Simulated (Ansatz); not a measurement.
# ZrNH₂+ (singlet): from Hartree-Fock to the top rungs, def2-TZVPP

The task here is to estimate one member of a computed series from the others.

Program: Ansatz 0.2.0, Gaussian basis. Level of theory: def2-TZVPP, core rule «outside noble gas», up to 5 orbitals frozen. These are calculated values, not measurements.

The runs, in order: UHF; CCSD(T) on RHF; CCSD(T) on UHF; CCSDT(Q) on RHF; CCSDT(Q) on UHF.

7 further runs of the same task are left out: 2 for a known fault of the program, 5 set aside as unsound or not needed.

## The system

The geometry is a PBE0/def2-TZVP stationary point (not a proven minimum) of the parent state, kept for this charge and spin. No spin-orbit coupling is included. Elements past krypton take def2 core potentials.

4 atoms, charge 1, spin multiplicity 1.

Atoms are counted from 1 here; the program's logs count them from 0.

Bond lengths: Zr1–N2 1.979 Å, N2–H3 1.014 Å, N2–H4 1.014 Å. Angles: Zr1–N2–H3 125.0°, Zr1–N2–H4 125.0°, H3–N2–H4 110.1°.

Set-up of the first run:

File in.yaml:

```yaml
crystal:
  periodic: [false, false, false]
  atoms:
    - {symbol: Zr, position_ang: [-0.000357, 0.000000, 0.306596]}
    - {symbol: N, position_ang: [0.003977, -0.000001, -1.672521]}
    - {symbol: H, position_ang: [-0.011471, 0.830703, -2.253332]}
    - {symbol: H, position_ang: [-0.011471, -0.830705, -2.253331]}
basis:
  gaussian: {orbitals: def2-TZVPP}
total_charge: 1
magnetization: {spin_polarized: true, initial_magnetization: 0}
hamiltonian: {xc: hf}
output: {orbitals: {seedname: orbitals}}
```

Command:

```sh
$ ansatz run in.yaml --threads 1 --pin off --events-out ev --progress --plain --max-ram 4096MiB --backend cpu
```

Among the steps run: UHF; CCSD(T) on RHF; CCSD(T) on UHF; CCSDT(Q) on RHF; CCSDT(Q) on UHF.

One table of the session follows, with a row left open; its other results are not shown here.

It belongs to the step «Misses and costs». 

```
   method  from RCCSDT(Q) (meV)
      UHF               +7796.7
     RMP2               +1121.3
     UMP2                +464.3
    RCCSD                +597.7
    UCCSD                 +92.8
 RCCSD(T)                 +65.8
 UCCSD(T)                -302.7
   RCCSDT                 +37.7
   UCCSDT                -331.2
RCCSDT(Q)                     0
UCCSDT(Q)                     ?
```

Q: Estimate the row for UCCSDT(Q) from the others.

**Answer.** from RCCSDT(Q) (meV): -365.2. In the column «from RCCSDT(Q) (meV)» it is the lowest.

Left out of the table: RHF (another determinant or state than the rows shown).

Limits of these values: The determinant is far from a pure spin state, so its energy mixes those of several spin states (harmless only where they are near-degenerate, as at dissociation). The report flags that the cluster equations may have other roots. The program flags UCCSD(T), RCCSDT(Q), UCCSDT(Q) as in doubt, so the zero of the table is itself unsure. Warnings: restricted reference is unstable; spin contamination; coupled cluster took another determinant than the lowest; large T1 diagnostic. Restricted and unrestricted rows rest on different reference determinants; where their highest levels disagree by more than a few hundredths of an eV, they describe different states and don't form one ladder.
